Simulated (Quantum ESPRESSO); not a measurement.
# CoSi2 (Fm-3m) in Quantum ESPRESSO: relaxation of the atoms with LDA

Aim: the relaxation of the atoms of CoSi2 with LDA.

Everything below comes from runs of Quantum ESPRESSO 7.5. Logs are shortened: lines on timing, memory, paths and dates and some standing lists are left out, and cuts for length are marked.

**1. The crystal as given**

Symmetry: Fm-3m, No. 225, cubic system. The conventional cell has a = 5.274 Å, b = 5.274 Å, c = 5.274 Å, α = 90.00°, β = 90.00°, γ = 90.00°. Co (site symmetry m-3m) has 8 Si at 2.28 Å as nearest neighbours. Around Si (site symmetry -43m) lie 4 Co at 2.28 Å.

The cell was built by a generator and needn't be a form met in nature.

**2. Relaxation of the atoms, LDA**

The input, pw.in:

```
&CONTROL
  calculation = 'relax'
  prefix = 'pwscf'
  outdir = './tmp'
  pseudo_dir = './pseudo'
  tprnfor = .true.
  disk_io = 'low'
  nstep = 40
  forc_conv_thr = 0.0004
  etot_conv_thr = 1d-05
/
&SYSTEM
  ibrav = 0
  nat = 3
  ntyp = 2
  ecutwfc = 56
  ecutrho = 448
  nbnd = 19
  occupations = 'smearing'
  smearing = 'mp'
  degauss = 0.00734986
/
&ELECTRONS
  conv_thr = 6d-10
  electron_maxstep = 120
  mixing_beta = 0.5
/
&IONS
  ion_dynamics = 'bfgs'
/
ATOMIC_SPECIES
Co    58.9332 co_lda_v1.2.uspp.F.UPF
Si    28.0850 si_lda_v1.uspp.F.UPF
CELL_PARAMETERS angstrom
   2.1530835006    0.0000000000    3.0449198874
  -1.0765417503    1.8646250080    3.0449198874
  -1.0765417503   -1.8646250080    3.0449198874
ATOMIC_POSITIONS crystal
Co     0.0000000000    0.0000000000    0.0000000000
Si     0.2500000000    0.2500000000    0.2500000000
Si     0.7500000000    0.7500000000    0.7500000000
K_POINTS automatic
16 16 16 0 0 0
```

Potentials or basis: GBRV 1.5 LDA.

The run is started by

```bash
> OMP_NUM_THREADS=1 pw.x -in pw.in > pw.out
```

pw.out:

```text
This program is part of the open-source Quantum ESPRESSO suite
     for quantum simulation of materials; please cite
[... 9 lines left out ...]
     --------------------
     sticks:   dense  smooth     PW     G-vecs:    dense   smooth      PW
     Sum        1531     769    253                39597    14067    2637

     Using Slab Decomposition

     bravais-lattice index     =            0
     lattice parameter (alat)  =       7.0473  a.u.
     unit-cell volume          =     247.4834 (a.u.)^3
     number of atoms/cell      =            3
     number of atomic types    =            2
     number of electrons       =        25.00
     number of Kohn-Sham states=           19
     kinetic-energy cutoff     =      56.0000  Ry
     charge density cutoff     =     448.0000  Ry
     scf convergence threshold =      6.0E-10
     mixing beta               =       0.5000
     number of iterations used =            8  plain     mixing
     energy convergence thresh.=      1.0E-05
     force convergence thresh. =      4.0E-04
     Exchange-correlation= SLA  PZ   NOGX NOGC
                           (   1   1   0   0   0   0   0)
     nstep                     =           40

     celldm(1)=   7.047261  celldm(2)=   0.000000  celldm(3)=   0.000000
     celldm(4)=   0.000000  celldm(5)=   0.000000  celldm(6)=   0.000000

     crystal axes: (cart. coord. in units of alat)
               a(1) = (   0.577350   0.000000   0.816497 )
               a(2) = (  -0.288675   0.500000   0.816497 )
               a(3) = (  -0.288675  -0.500000   0.816497 )

     reciprocal axes: (cart. coord. in units 2 pi/alat)
               b(1) = (  1.154701 -0.000000  0.408248 )
               b(2) = ( -0.577350  1.000000  0.408248 )
               b(3) = ( -0.577350 -1.000000  0.408248 )

     PseudoPot. # 1 for Co read from file:
     co_lda_v1.2.uspp.F.UPF
     Pseudo is Ultrasoft + core correction, Zval = 17.0
     Generated by new atomic code, or converted to UPF format
     Using radial grid of  863 points,  6 beta functions with:
                l(1) =   0
                l(2) =   0
                l(3) =   1
                l(4) =   1
                l(5) =   2
                l(6) =   2
     Q(r) pseudized with  8 coefficients,  rinner =    1.200   1.200   1.200
                                                       1.200   1.200

     PseudoPot. # 2 for Si read from file:
     si_lda_v1.uspp.F.UPF
     Pseudo is Ultrasoft + core correction, Zval =  4.0
     Generated by new atomic code, or converted to UPF format
     Using radial grid of  899 points,  6 beta functions with:
                l(1) =   0
                l(2) =   0
                l(3) =   1
                l(4) =   1
                l(5) =   2
                l(6) =   2
     Q(r) pseudized with  8 coefficients,  rinner =    0.900   0.900   0.900
                                                       0.900   0.900

     atomic species   valence    mass     pseudopotential
     Co               17.00    58.93320     Co( 1.00)
     Si                4.00    28.08500     Si( 1.00)

     12 Sym. Ops., with inversion, found

   Cartesian axes

     site n.     atom                  positions (alat units)
         1        Co     tau(   1) = (   0.0000000   0.0000000   0.0000000  )
         2        Si     tau(   2) = (   0.0000000   0.0000000   0.6123724  )
         3        Si     tau(   3) = (  -0.0000000   0.0000000   1.8371173  )

     number of k points=   417  Methfessel-Paxton smearing, width (Ry)=  0.0073

     Number of k-points >= 100: set verbosity='high' to print them.

     Dense  grid:    39597 G-vectors     FFT dimensions: (  48,  48,  48)

     Smooth grid:    14067 G-vectors     FFT dimensions: (  36,  36,  36)

     Check: negative core charge=   -0.000010

     Initial potential from superposition of free atoms

     starting charge      23.9988, renormalised to      25.0000
     Starting wfcs are   21 randomized atomic wfcs

     Self-consistent Calculation

     iteration #  1     ecut=    56.00 Ry     beta= 0.50
     Davidson diagonalization with overlap
     ethr =  1.00E-02,  avg # of iterations =  4.1

     total energy              =    -309.11668983 Ry
     estimated scf accuracy    <      14.39871620 Ry

     iteration #  2     ecut=    56.00 Ry     beta= 0.50
     Davidson diagonalization with overlap
     ethr =  1.00E-02,  avg # of iterations =  3.0

     total energy              =    -316.82473982 Ry
     estimated scf accuracy    <      30.84350518 Ry

     iteration #  3     ecut=    56.00 Ry     beta= 0.50
     Davidson diagonalization with overlap
     ethr =  1.00E-02,  avg # of iterations =  2.0

     total energy              =    -317.74461554 Ry
     estimated scf accuracy    <       5.68529543 Ry

     iteration #  4     ecut=    56.00 Ry     beta= 0.50
     Davidson diagonalization with overlap
     ethr =  1.00E-02,  avg # of iterations =  1.0

     total energy              =    -317.92632142 Ry
     estimated scf accuracy    <       1.45837790 Ry

     iteration #  5     ecut=    56.00 Ry     beta= 0.50
     Davidson diagonalization with overlap
     ethr =  5.83E-03,  avg # of iterations =  1.0

     total energy              =    -317.64114346 Ry
     estimated scf accuracy    <       1.34409182 Ry

     iteration #  6     ecut=    56.00 Ry     beta= 0.50
     Davidson diagonalization with overlap
     ethr =  5.38E-03,  avg # of iterations =  1.0

     total energy              =    -317.72065194 Ry
     estimated scf accuracy    <       0.03994394 Ry

     iteration #  7     ecut=    56.00 Ry     beta= 0.50
     Davidson diagonalization with overlap
     ethr =  1.60E-04,  avg # of iterations =  3.4

     total energy              =    -317.61426181 Ry
     estimated scf accuracy    <       0.45196843 Ry

     iteration #  8     ecut=    56.00 Ry     beta= 0.50
     Davidson diagonalization with overlap
     ethr =  1.60E-04,  avg # of iterations =  3.1

     total energy              =    -317.70986500 Ry
     estimated scf accuracy    <       0.48208829 Ry

     iteration #  9     ecut=    56.00 Ry     beta= 0.50
     Davidson diagonalization with overlap
     ethr =  1.60E-04,  avg # of iterations =  2.0

     total energy              =    -317.73993661 Ry
     estimated scf accuracy    <       0.02011977 Ry

     iteration # 10     ecut=    56.00 Ry     beta= 0.50
     Davidson diagonalization with overlap
     ethr =  8.05E-05,  avg # of iterations =  1.0

     total energy              =    -317.73612082 Ry
     estimated scf accuracy    <       0.01859416 Ry

     iteration # 11     ecut=    56.00 Ry     beta= 0.50
     Davidson diagonalization with overlap
     ethr =  7.44E-05,  avg # of iterations =  1.1

     total energy              =    -317.73794836 Ry
     estimated scf accuracy    <       0.00004909 Ry

     iteration # 12     ecut=    56.00 Ry     beta= 0.50
     Davidson diagonalization with overlap
     ethr =  1.96E-07,  avg # of iterations =  3.3

     total energy              =    -317.73796192 Ry
     estimated scf accuracy    <       0.00024537 Ry

     iteration # 13     ecut=    56.00 Ry     beta= 0.50
     Davidson diagonalization with overlap
     ethr =  1.96E-07,  avg # of iterations =  1.9

     total energy              =    -317.73796757 Ry
     estimated scf accuracy    <       0.00001830 Ry

     iteration # 14     ecut=    56.00 Ry     beta= 0.50
     Davidson diagonalization with overlap
     ethr =  7.32E-08,  avg # of iterations =  2.2

     total energy              =    -317.73797365 Ry
     estimated scf accuracy    <       0.00003026 Ry

     iteration # 15     ecut=    56.00 Ry     beta= 0.50
     Davidson diagonalization with overlap
     ethr =  7.32E-08,  avg # of iterations =  1.0

     total energy              =    -317.73797088 Ry
     estimated scf accuracy    <       0.00001666 Ry

     iteration # 16     ecut=    56.00 Ry     beta= 0.50
     Davidson diagonalization with overlap
     ethr =  6.66E-08,  avg # of iterations =  1.0

     total energy              =    -317.73797232 Ry
     estimated scf accuracy    <       0.00000010 Ry

     iteration # 17     ecut=    56.00 Ry     beta= 0.50
     Davidson diagonalization with overlap
     ethr =  3.95E-10,  avg # of iterations =  3.7

     total energy              =    -317.73797236 Ry
     estimated scf accuracy    <       0.00000003 Ry

     iteration # 18     ecut=    56.00 Ry     beta= 0.50
     Davidson diagonalization with overlap
     ethr =  1.28E-10,  avg # of iterations =  1.7

     total energy              =    -317.73797235 Ry
     estimated scf accuracy    <       0.00000004 Ry

     iteration # 19     ecut=    56.00 Ry     beta= 0.50
     Davidson diagonalization with overlap
     ethr =  1.28E-10,  avg # of iterations =  1.8

     End of self-consistent calculation

     Number of k-points >= 100: set verbosity='high' to print the bands.

     the Fermi energy is    13.2567 ev

!    total energy              =    -317.73797235 Ry
     estimated scf accuracy    <          5.4E-10 Ry
     smearing contrib. (-TS)   =      -0.00003630 Ry
     internal energy E=F+TS    =    -317.73793606 Ry

     The total energy is F=E-TS. E is the sum of the following terms:
     one-electron contribution =    -233.89033204 Ry
     hartree contribution      =     130.51095325 Ry
     xc contribution           =     -41.30204025 Ry
     ewald contribution        =    -173.05651701 Ry

     convergence has been achieved in  19 iterations

     Forces acting on atoms (cartesian axes, Ry/au):

     atom    1 type  1   force =    -0.00000000   -0.00000000   -0.00000000
     atom    2 type  2   force =     0.00000000   -0.00000000    0.00000001
     atom    3 type  2   force =    -0.00000000    0.00000000   -0.00000001

     Total force =     0.000000     Total SCF correction =     0.000000
     SCF correction compared to forces is large: reduce conv_thr to get better values

     BFGS Geometry Optimization
     Energy error            =      1.9E-16 Ry
     Gradient error          =      9.7E-09 Ry/Bohr

     bfgs converged in   1 scf cycles and   0 bfgs steps
     (criteria: energy <  1.0E-05 Ry, force <  4.0E-04 Ry/Bohr)

     End of BFGS Geometry Optimization

     Final energy             =    -317.7379723545 Ry
Begin final coordinates

ATOMIC_POSITIONS (crystal)
Co               0.0000000000        0.0000000000        0.0000000000
Si               0.2500000000        0.2500000000        0.2500000000
Si               0.7500000000        0.7500000000        0.7500000000
End final coordinates

=------------------------------------------------------------------------------=
   JOB DONE.
=------------------------------------------------------------------------------=
```

It took 8.4 min on 1 thread of Arm Neoverse V1, shared host; peak memory 0.37 GiB.

Results:

```
Free energy            : -4323.0453 eV
Band gap on the k mesh : none (metal or under the smearing width)
```

Final structure:
```
CELL_PARAMETERS angstrom
2.15308 0.00000 3.04492
-1.07654 1.86463 3.04492
-1.07654 -1.86463 3.04492
ATOMIC_POSITIONS crystal
Co 0.00000 0.00000 0.00000
Si 0.25000 0.25000 0.25000
Si 0.75000 0.75000 0.75000
```

Levels at points of the mesh, in eV from the Fermi level:
```
              k point  band 11  band 12  band 13  band 14  band 15  band 16
   (0.00, 0.00, 0.00)     1.12     3.48     3.48     3.48     3.65     3.65
  (0.00, 0.00, -0.50)    -1.76    -0.46    -0.46     2.79     3.61     3.61
 (0.00, -0.50, -0.50)    -2.10    -2.05    -1.43     1.79     2.96     8.67
(-0.50, -0.50, -0.50)    -1.76    -0.46    -0.46     2.79     3.61     3.61
```

Caveat: the relaxation stopped at its first step, so nothing moved. Spin polarisation is off, so any magnetic state and its effect on volume and gap are missing.
